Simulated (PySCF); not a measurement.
**Ca2+: from the state search to spectroscopic constants**

One table from this session's results is given with a row withheld; the runs are named, their logs left out.

Method: Ca pcseg-1, no relativity; program: PySCF 2.14.0.

Set-up of the first run:

The job is set up so:

* atoms: Ca, Ca
* charge: 1
* basis: Ca pcseg-1
* Hamiltonian: no relativity
* basis functions: 48
* electrons treated: 39
* masses in u: 39.9626, 39.9626
* levels: PBE0, PBE, r²SCAN, BLYP, TPSSh, r²SCAN0, CAM-B3LYP, HF, MP2, SCS-MP2, CCSD, CCSD(T)
* grid: 80 radial by 434 angular points
* occupations: held fixed by the projection of orbital angular momentum
* dissociation limit: Ca+ + Ca, each in its ground configuration
* starting distance in angstrom: 3.280
* values of 2S to try: 1, 3

The run is started by

```
$ OMP_NUM_THREADS=1 python dia.py task.json out
```

Steps of the session up to this table: Input; First curve: PBE0; Other states along the same grid; PBE (GGA); r²SCAN; BLYP (GGA); TPSSh (hybrid meta-GGA); r²SCAN0 (hybrid meta-GGA); CAM-B3LYP (range-separated hybrid); ROHF (mean field); Adding correlation.

One table of the session follows, with a row left open; its other results are not shown here.

Energy (eV) from each level's lowest point:

```
R (Å)   ROHF  ROHF-MP2  ROHF-SCS-MP2  ROHF-CCSD  ROHF-CCSD(T)
3.321  0.428     0.356         0.372        n/a           n/a
3.475  0.226     0.175         0.188      0.179         0.177
3.629  0.099     0.067         0.075      0.069         0.067
3.745  0.042     0.022         0.028      0.023         0.022
3.861  0.011     0.002         0.004      0.002         0.001
3.977  0.000     0.000         0.000      0.000         0.000
4.131      ?         ?             ?          ?             ?
4.324  0.045     0.070         0.063      0.072         0.073
4.556  0.113     0.152         0.140      0.157         0.159
4.865  0.219     0.276         0.259        n/a           n/a
```

**Question.** Estimate the row for R (Å) = 4.131.

Worked estimate for «ROHF». A straight line through the neighbours (3.977, 0.000) and (4.324, 0.045) gives 0.000 + (0.045 − 0.000) × (4.131 − 3.977) / (4.324 − 3.977) = 0.020; a parabola fitted to 4 rows on both sides gives 0.011.

As computed: ROHF: 0.009; ROHF-MP2: 0.020; ROHF-SCS-MP2: 0.017; ROHF-CCSD: 0.021; ROHF-CCSD(T): 0.021. In «ROHF» the line misses by +0.011 and the parabola by +0.002.
